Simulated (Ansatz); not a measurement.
# C₂H₆GeTe: small, medium and large basis sets

How large a basis does C₂H₆GeTe need? Two functionals are run in growing sets.

The runs use Ansatz 0.2.0, Gaussian basis; one geometry, several basis sets.

Levels to be run: PBE0-D4/def2-SVP; ωB97M-V/def2-SVP; PBE0-D4/def2-QZVPP; ωB97M-V/def2-QZVPP; the functionals' def2-TZVPP values are taken from earlier runs.

1 further run of the same task is left out (for a known fault of the program). Runs told in other sessions of the task aren't counted.

### 1 Structure used throughout

All runs share one geometry, relaxed beforehand with PBE0-D4 in a triple-zeta def2 set. Te takes the def2 core potential; no spin-orbit term is included.

SMILES `C=C[Te][GeH3]`, 10 atoms, charge 0, spin multiplicity 1.

Atoms are counted from 1 here; the program's logs count them from 0.

Bond lengths: C1–C2 1.324 Å, C1–H5 1.085 Å, C1–H6 1.086 Å, C2–Te3 2.103 Å, C2–H7 1.086 Å, Te3–Ge4 2.554 Å, Ge4–H8 1.538 Å, Ge4–H9 1.537 Å, Ge4–H10 1.535 Å. Angles: C2–C1–H5 122.5°, C2–C1–H6 120.6°, H5–C1–H6 117.0°, C1–C2–Te3 123.3°, C1–C2–H7 121.3°, Te3–C2–H7 115.3°, C2–Te3–Ge4 93.6°, Te3–Ge4–H8 108.7°, Te3–Ge4–H9 111.3°, Te3–Ge4–H10 107.2°, H8–Ge4–H9 109.4°, H8–Ge4–H10 110.2°, H9–Ge4–H10 110.0°.

### 2 PBE0-D4 in def2-SVP

Contents of in.yaml:

```yaml
crystal:
  periodic: [false, false, false]
  atoms:
    - {symbol: C, position_ang: [-0.936543, -1.676873, -1.378240]}
    - {symbol: C, position_ang: [-0.053290, -1.114440, -0.567341]}
    - {symbol: Te, position_ang: [1.051693, 0.600267, -1.077111]}
    - {symbol: Ge, position_ang: [0.659832, 1.721679, 1.183361]}
    - {symbol: H, position_ang: [-1.201734, -1.247029, -2.337994]}
    - {symbol: H, position_ang: [-1.429475, -2.604266, -1.101058]}
    - {symbol: H, position_ang: [0.195557, -1.558899, 0.391308]}
    - {symbol: H, position_ang: [0.961629, 0.705868, 2.297589]}
    - {symbol: H, position_ang: [-0.790479, 2.211302, 1.318675]}
    - {symbol: H, position_ang: [1.626010, 2.911190, 1.273909]}
basis:
  gaussian: {orbitals: def2-SVP}
hamiltonian: {xc: pbe0, dispersion: d4}
output: {orbitals: {seedname: orbitals}}
```

Started as:

```
ansatz run in.yaml --threads 4 --pin off --events-out ev --progress --plain --max-ram 10444MiB
```

The runs that follow: ωB97M-V in def2-SVP; PBE0-D4 in def2-QZVPP; ωB97M-V in def2-QZVPP.

Before running them: what should the planned runs give, taken together? Wanted: PBE0-D4: double and triple zeta above quadruple; ωB97M-V: double and triple zeta above quadruple.

**Answer**, as computed:

| quantity | value |
| --- | --- |
| PBE0-D4: double and triple zeta above quadruple | 11.23, 1.40 eV |
| ωB97M-V: double and triple zeta above quadruple | 11.36, 1.37 eV |

In words: PBE0-D4 gains 9.83 eV from double to triple zeta, then 1.40 eV more. Total energies overstate the basis error of differences, where much of it tends to cancel. The LUMO of ωB97M-V is positive and keeps falling with the basis (1.21 to 0.70 eV): an unbound level that the basis holds in place.
